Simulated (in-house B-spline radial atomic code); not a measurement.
**Fe⁺: binding energies from hole states**

Aim: the cost of two holes at once in Fe⁺, against the sum of the two single holes.

The numbers are computed with in-house B-spline radial atomic code version 1 (Dirac-Hartree-Fock, average of configuration, Fermi nucleus, basis-set limit), except any that are marked as measured or tabulated.

## 1. Starting point

| Quantity | Value |
| --- | --- |
| element | iron (Z = 26) |
| charge | +1 |
| electrons | 25 |
| configuration | [Ar] 3d6 4s1 |
| Hamiltonian | Dirac-Coulomb |
| nucleus | Fermi, rms radius 3.738 fm |

The outer shells:

[Ar] 3d6 4s1
```
[Ar] core
3d [↑↓][↑ ][↑ ][↑ ][↑ ]
4s [↑ ]
```

The boxes draw the filling by Hund's rule, which heavy ions in jj coupling don't follow; these runs average over all states of the configuration.

Settings of the run:

```ini
Z = 26
electrons = 25.0
configuration = [Ar] 3d6 4s1
hamiltonian = dirac
method = hf
spin_polarised = False
nucleus = fermi
rms_radius = 3.7377
mass_number = 56
atomic_mass = 55.934935537
speed_of_light = 137.035999084
```

The reference is known from an earlier run: -1271.139134 hartree in all. Up to eight levels, counted from the top:

| orbital | occupation | energy (eV) | <r> (bohr) |
| --- | --- | --- | --- |
| 2p1/2 | 2 | -766.08 | 0.2329 |
| 2p3/2 | 4 | -753.39 | 0.2359 |
| 3s1/2 | 2 | -124.44 | 0.8108 |
| 3p1/2 | 2 | -84.950 | 0.8550 |
| 3p3/2 | 4 | -83.302 | 0.8638 |
| 3d3/2 | 2.4 | -24.623 | 1.075 |
| 3d5/2 | 3.6 | -24.460 | 1.080 |
| 4s1/2 | 1 | -15.000 | 2.847 |

Single holes known from earlier runs (ΔSCF): 1s 7145.06 eV, 2s 872.29 eV, 2p1/2 744.84 eV, 2p3/2 732.37 eV, 3p1/2 80.197 eV, 3p3/2 78.654 eV.

## 2. The 1s and 3p1/2 holes

In configurations, a minus sign after the shell means j = l − 1/2 and a plus sign j = l + 1/2; the count of electrons follows.

Settings of the run:

```ini
Z = 26
electrons = 23.0
configuration = 1s1 2s2 2p6 3s2 3p-1 3p+4 3d6 4s1
hamiltonian = dirac
method = hf
spin_polarised = False
nucleus = fermi
rms_radius = 3.7377
mass_number = 56
atomic_mass = 55.934935537
speed_of_light = 137.035999084
```

## 3. The 2s and 2p3/2 holes

Settings: those of step 2 with these lines changed.

```diff
@@ -2,3 +2,3 @@
 electrons = 23.0
-configuration = 1s1 2s2 2p6 3s2 3p-1 3p+4 3d6 4s1
+configuration = 1s2 2s1 2p-2 2p+3 3s2 3p6 3d6 4s1
 hamiltonian = dirac
```

## 4. The 2p1/2 and 3p1/2 holes

Settings: those of step 3 with these lines changed.

```diff
@@ -2,3 +2,3 @@
 electrons = 23.0
-configuration = 1s2 2s1 2p-2 2p+3 3s2 3p6 3d6 4s1
+configuration = 1s2 2s2 2p-1 2p+4 3s2 3p-1 3p+4 3d6 4s1
 hamiltonian = dirac
```

## 5. The 2p1/2 and 3p3/2 holes

Settings: those of step 4 with these lines changed.

```diff
@@ -2,3 +2,3 @@
 electrons = 23.0
-configuration = 1s2 2s2 2p-1 2p+4 3s2 3p-1 3p+4 3d6 4s1
+configuration = 1s2 2s2 2p-1 2p+4 3s2 3p-2 3p+3 3d6 4s1
 hamiltonian = dirac
```

## 6. The 1s and 2s holes

Settings: those of step 5 with these lines changed.

```diff
@@ -2,3 +2,3 @@
 electrons = 23.0
-configuration = 1s2 2s2 2p-1 2p+4 3s2 3p-2 3p+3 3d6 4s1
+configuration = 1s1 2s1 2p6 3s2 3p6 3d6 4s1
 hamiltonian = dirac
```

## 7. The 2p3/2 and 3p1/2 holes

Settings: those of step 6 with these lines changed.

```diff
@@ -2,3 +2,3 @@
 electrons = 23.0
-configuration = 1s1 2s1 2p6 3s2 3p6 3d6 4s1
+configuration = 1s2 2s2 2p-2 2p+3 3s2 3p-1 3p+4 3d6 4s1
 hamiltonian = dirac
```

**Question.** What does each hole state cost in eV, and how does that compare with the orbital energies or single holes?

The runs gave:

| two holes | ΔSCF (eV) | less the two single holes (eV) |
| --- | --- | --- |
| 1s and 3p1/2 | 7250.73 | 25.47 |
| 2s and 2p3/2 | 1655.11 | 50.46 |
| 2p1/2 and 3p1/2 | 845.61 | 20.57 |
| 2p1/2 and 3p3/2 | 846.73 | 23.24 |
| 1s and 2s | 8087.96 | 70.61 |
| 2p3/2 and 3p1/2 | 835.96 | 23.39 |

Two holes cost more than the sum of each, because the second electron leaves a more charged ion. The excess runs from 20.6 eV (2p1/2 and 3p1/2) to 70.6 eV (1s and 2s); it tends to be largest where both holes are compact. Two partly filled shells share a symmetry and can mix in the average, which may lower the energy, in these hole states: 1s and 3p1/2; 2s and 2p3/2; 2p1/2 and 3p1/2; 1s and 2s; 1s; 2s. Values are for the free ion, measured from the vacuum level.
